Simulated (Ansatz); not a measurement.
**TiF+ (triplet): wave-function methods side by side, def2-TZVPP**

One table from this session's results is given with a row withheld; the runs are named, their logs left out.

Method: def2-TZVPP, core rule «outside noble gas», up to 10 orbitals frozen; program: Ansatz 0.2.0, Gaussian basis.

Plan: UHF; CCSD(T) on ROHF; CCSD(T) on UHF; CCSDT(Q) on ROHF; CCSDT(Q) on UHF.

10 further runs of the same task are left out: 6 for a known fault of the program, 4 set aside as unsound or not needed.

## The system

The geometry is a PBE0/def2-TZVP stationary point (not a proven minimum).

2 atoms, charge 1, spin multiplicity 3.

Atoms are counted from 1 here; the program's logs count them from 0.

Bond lengths: Ti1–F2 1.739 Å.

Set-up of the first run:

in.yaml

```yaml
crystal:
  periodic: [false, false, false]
  atoms:
    - {symbol: Ti, position_ang: [0.000000, 0.000000, 0.000000]}
    - {symbol: F, position_ang: [0.000000, 0.000000, 1.738600]}
basis:
  gaussian: {orbitals: def2-TZVPP}
total_charge: 1
magnetization: {spin_polarized: true, initial_magnetization: 2}
hamiltonian: {xc: hf}
output: {orbitals: {seedname: orbitals}}
```

Launch:

```bash
> ansatz run in.yaml --threads 1 --pin off --events-out ev --progress --plain --max-ram 2816MiB --backend cpu
```

Among the steps run: UHF; CCSD(T) on ROHF; CCSD(T) on UHF; CCSDT(Q) on ROHF; CCSDT(Q) on UHF.

One table of the session follows, with a row left open; its other results are not shown here.

```
   method  from RCCSDT(Q) (kcal/mol)
     ROHF                          ?
      UHF                    +190.17
     RMP2                      +7.46
     UMP2                      +5.00
    RCCSD                      +6.94
    UCCSD                      +4.65
 RCCSD(T)                      +0.28
 UCCSD(T)                      -1.96
   RCCSDT                      +0.08
   UCCSDT                      -2.15
RCCSDT(Q)                          0
UCCSDT(Q)                      -2.53
```

Estimate the missing values for ROHF.

**Answer.** from RCCSDT(Q) (kcal/mol): +192.98. In the column «from RCCSDT(Q) (kcal/mol)» it is the highest.

Caveats from the session: Restricted and unrestricted rows rest on different reference determinants; where their highest levels disagree by more than a few hundredths of an eV, they describe different states and don't form one ladder.
